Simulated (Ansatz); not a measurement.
**ClFH2NSi radical: small, medium and large basis sets**

An exercise on one series of results from a longer session: the logs are not shown, and one member is left open.

The runs use Ansatz 0.2.0, Gaussian basis; one geometry, several basis sets.

The runs, in order: PBE0-D4/def2-SVP; ωB97M-V/def2-SVP; PBE0-D4/def2-QZVPP; ωB97M-V/def2-QZVPP; the functionals' def2-TZVPP values are taken from earlier runs.

**The geometry**

The geometry comes from an earlier relaxation with PBE0-D4 in a triple-zeta def2 set; it is a stationary point.

6 atoms, charge 0, spin multiplicity 2.

Atoms are counted from 1 here; the program's logs count them from 0.

Bond lengths: N1–Si2 1.704 Å, N1–H5 1.008 Å, N1–H6 1.009 Å, Si2–F3 1.597 Å, Si2–Cl4 2.056 Å. Angles: Si2–N1–H5 119.8°, Si2–N1–H6 119.7°, H5–N1–H6 112.0°, N1–Si2–F3 106.5°, N1–Si2–Cl4 107.7°, F3–Si2–Cl4 110.2°.

The first run:

in.yaml reads:

```yaml
crystal:
  periodic: [false, false, false]
  atoms:
    - {symbol: N, position_ang: [-0.453538, 0.751320, 0.053092]}
    - {symbol: Si, position_ang: [0.437560, -0.601125, -0.475818]}
    - {symbol: F, position_ang: [1.950745, -0.348061, -0.031281]}
    - {symbol: Cl, position_ang: [-0.315600, -2.258435, 0.480816]}
    - {symbol: H, position_ang: [-1.460564, 0.711490, 0.073428]}
    - {symbol: H, position_ang: [-0.116403, 1.680811, -0.146538]}
basis:
  gaussian: {orbitals: def2-SVP}
magnetization: {spin_polarized: true, initial_magnetization: 1}
hamiltonian: {xc: pbe0, dispersion: d4}
output: {orbitals: {seedname: orbitals}}
```

Among the steps run: PBE0-D4 in def2-SVP; ωB97M-V in def2-SVP; PBE0-D4 in def2-QZVPP; ωB97M-V in def2-QZVPP.

One table of the session follows, with a row left open; its other results are not shown here.

It belongs to the step «Functionals by basis». 

| functional | basis | HOMO (eV) | LUMO (eV) |
| --- | --- | --- | --- |
| PBE0-D4 | def2-SVP | -6.08 | -2.29 |
| PBE0-D4 | def2-TZVPP | -6.27 | -2.40 |
| PBE0-D4 | def2-QZVPP | ? | ? |
| ωB97M-V | def2-SVP | -7.85 | -0.63 |
| ωB97M-V | def2-TZVPP | -8.07 | -0.82 |
| ωB97M-V | def2-QZVPP | -8.14 | -0.97 |

**Question.** Estimate the row for PBE0-D4, def2-QZVPP.

**Answer.** HOMO (eV): -6.33; LUMO (eV): -2.49. In the column «HOMO (eV)» it lies between ωB97M-V, def2-SVP (-7.85) and PBE0-D4, def2-TZVPP (-6.27).
